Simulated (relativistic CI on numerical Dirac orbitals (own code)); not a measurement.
# Ga⁹⁺: E1 transition arrays

Aim: all E1 lines from the first configuration of Ga⁹⁺, summed into arrays with their mean energies and widths.

Method: Dirac-Coulomb-Breit CI, KLI orbitals optimised for each configuration, model QED (radiative potential, 1s self-energy scaled to tabulated hydrogen-like ionisation energies), valence Slater integrals scaled by 0.9, whole transition arrays. Code: relativistic CI on numerical Dirac orbitals (own code) version 3.

### Step 1. The atom as given

| Item | Value |
| --- | --- |
| ion | Ga⁹⁺ (Ga X) |
| nuclear charge | 31 |
| electrons | 22 |
| isotope | A = 69 |
| configurations | [Ar] 3d4; [Ar] 3d3 4f; [Ne] 3s2 3p5 3d5; [Ar] 3d3 4p; [Ar] 3d3 5f |

Outer shells as boxes (Hund's rule):

[Ar] 3d4
```
[Ar] core
3d [↑ ][↑ ][↑ ][↑ ][  ]
```

### Step 2. Main run

The run's settings:

```ini
atom Ga  Z=31  charge=9  electrons=22
nucleus A=69  rms_radius_fm=3.9973
hamiltonian dirac-coulomb  breit=on  qed=on  c_scale=1
orbitals kli  potential=per-configuration
slater_scale 0.9
correlation none
mixing on
configurations
  [Ar] 3d4
  [Ar] 3d3 4f
  [Ne] 3s2 3p5 3d5
  [Ar] 3d3 4p
  [Ar] 3d3 5f
end
arrays E1 from the first configuration
```

### Step 3. Without configuration mixing

Changes to the settings of step 2:

```diff
@@ -6,3 +6,3 @@
 correlation none
-mixing on
+mixing off
 configurations
```

### Step 4. Slater integrals scaled by 1

Changes to the settings of step 3:

```diff
@@ -4,5 +4,5 @@
 orbitals kli  potential=per-configuration
-slater_scale 0.9
+slater_scale 1
 correlation none
-mixing off
+mixing on
 configurations
```

### Step 5. Slater integrals scaled by 0.8

Changes to the settings of step 4:

```diff
@@ -4,3 +4,3 @@
 orbitals kli  potential=per-configuration
-slater_scale 1
+slater_scale 0.8
 correlation none
```

(Steps that only read results are left out.)

What does the calculation give? Wanted: strongest array, main run; lines in all.

The runs gave:

The array to 3p6 3d3 4f, the strongest of the main run, in each run:

| run | time | mean (eV) | width (eV) | gf sum | strongest line (nm) | strongest array of the run |
| --- | --- | --- | --- | --- | --- | --- |
| main run | 0.62 s | 154.72 | 3.09 | 408.2 | 7.963 | 3p6 3d3 4f |
| without configuration mixing | 0.64 s | 154.56 | 3.02 | 368.8 | 7.955 | 3p5 3d5 |
| Slater integrals scaled by 1 | 0.61 s | 154.96 | 3.43 | 416.5 | 7.945 | 3p6 3d3 4f |
| Slater integrals scaled by 0.8 | 0.62 s | 154.48 | 2.75 | 400.1 | 7.980 | 3p6 3d3 4f |

| quantity | value |
| --- | --- |
| strongest array, main run | to 3p6 3d3 4f, 2825 lines |
| its mean and width | 154.7 ± 3.1 eV (8.01 nm) |
| its share of all gf | 39 % |
| lines in all | 10613 |

What this shows: The largest share, 39 %, lies in the array to 3p6 3d3 4f near 8.01 nm. Configuration mixing moves its mean by +0.16 eV and changes its gf sum by +11 %. In the run «without configuration mixing» the array to 3p5 3d5 leads instead. All levels of the first configuration count with their statistical weight; no plasma population is modelled.
